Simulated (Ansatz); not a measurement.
**GaH3: what a guessed cell relaxes into**

Where does this trial cell of GaH3 go when cell and atoms are let free?

Program: Ansatz 0.2.0. Level of theory: DFT PBE, scalar-relativistic, plane waves, PAW. These are calculated values, not measurements.

### Step 1. The starting structure

The structure is hexagonal, space group P6_3/m (No. 176). The conventional cell has a = 4.624 Å, b = 4.624 Å, c = 8.680 Å, α = 90.00°, β = 90.00°, γ = 120.00°. Ga (site symmetry -6) is surrounded by 6 H at 1.84 Å. Ga (site symmetry -3) is surrounded by 6 H at 1.67 Å. Around H (site symmetry 1) lie 2 Ga at 1.67 to 1.84 Å.

Structure file:

```
Ga H
1.0
     4.62361    0.00000    0.00000
    -2.31181    4.00417    0.00000
     0.00000    0.00000    8.67965
Ga H
4 12
Direct
  0.66667 0.33333 0.75000
  0.33333 0.66667 0.25000
  0.00000 0.00000 0.00000
  0.00000 0.00000 0.50000
  0.34260 0.23542 0.89601
  0.76458 0.10719 0.89601
  0.89281 0.65740 0.89601
  0.34260 0.23542 0.60399
  0.76458 0.10719 0.60399
  0.89281 0.65740 0.60399
  0.10719 0.34260 0.10399
  0.23542 0.89281 0.10399
  0.65740 0.76458 0.10399
  0.10719 0.34260 0.39601
  0.23542 0.89281 0.39601
  0.65740 0.76458 0.39601
```

Recipe of the guess: 6-connected net, bridging atoms on its edges, bridges bent (P6_3/m, No. 176). The dimensions are guesses.

### Step 2. The guess as it stands, on a coarse mesh

input.yaml reads:

```yaml
crystal:
  lattice:
    - [4.62361294, 0.0, 0.0]
    - [-2.31180647, 4.00416626, 0.0]
    - [0.0, 0.0, 8.67965062]
  atoms:
    - { symbol: Ga, position: [0.66666667, 0.33333333, 0.75] }
    - { symbol: Ga, position: [0.33333333, 0.66666667, 0.25] }
    - { symbol: Ga, position: [0.0, 0.0, 0.0] }
    - { symbol: Ga, position: [0.0, 0.0, 0.5] }
    - { symbol: H, position: [0.34260322, 0.23541705, 0.8960061] }
    - { symbol: H, position: [0.76458295, 0.10718617, 0.8960061] }
    - { symbol: H, position: [0.89281383, 0.65739678, 0.8960061] }
    - { symbol: H, position: [0.34260322, 0.23541705, 0.6039939] }
    - { symbol: H, position: [0.76458295, 0.10718617, 0.6039939] }
    - { symbol: H, position: [0.89281383, 0.65739678, 0.6039939] }
    - { symbol: H, position: [0.10718617, 0.34260322, 0.1039939] }
    - { symbol: H, position: [0.23541705, 0.89281383, 0.1039939] }
    - { symbol: H, position: [0.65739678, 0.76458295, 0.1039939] }
    - { symbol: H, position: [0.10718617, 0.34260322, 0.3960061] }
    - { symbol: H, position: [0.23541705, 0.89281383, 0.3960061] }
    - { symbol: H, position: [0.65739678, 0.76458295, 0.3960061] }
basis:
  ecutwfc: 420
kpoints:
  mp_grid: { grid: [6, 6, 2] }
hamiltonian:
  xc: pbe
scf:
  occupations: { method: gaussian, width: 0.1 }
  lower_state_search: "off"
output:
  forces: true
  stress: true
  eigenvalues: true
```

The run is started by

```console
> ansatz run input.yaml --threads 1 --pin off --max-ram 2560MiB --backend cpu --events-out ev --progress --plain --runs-dir out
```

Further runs follow: rough relaxation on the coarse mesh; final relaxation.

**Question.** What will these runs give? Wanted: conventional cell; volume; energy over the elements; gap on the mesh.

As calculated:

| quantity | value |
| --- | --- |
| symmetry at the end (tolerance 0.05 Å) | space group P6_3/mmc (No. 194) |
| conventional cell | a = 4.845 Å, b = 4.845 Å, c = 8.572 Å, α = 90.00°, β = 90.00°, γ = 120.00° |
| volume | 10.89 Å³/atom |
| energy over the elements (uncorrected; H, N, O, F and Cl as molecules) | +0.31 eV/atom |
| gap on the mesh | none (metal) |

**Reading.** The symmetry goes from space group P6_3/m (No. 176) to space group P6_3/mmc (No. 194), and the volume per atom grows by 8.4 % from the first guess. With a positive formation energy it can't be a ground state. No finished test with a distortion of lower symmetry is shown, so the end may be a saddle point.
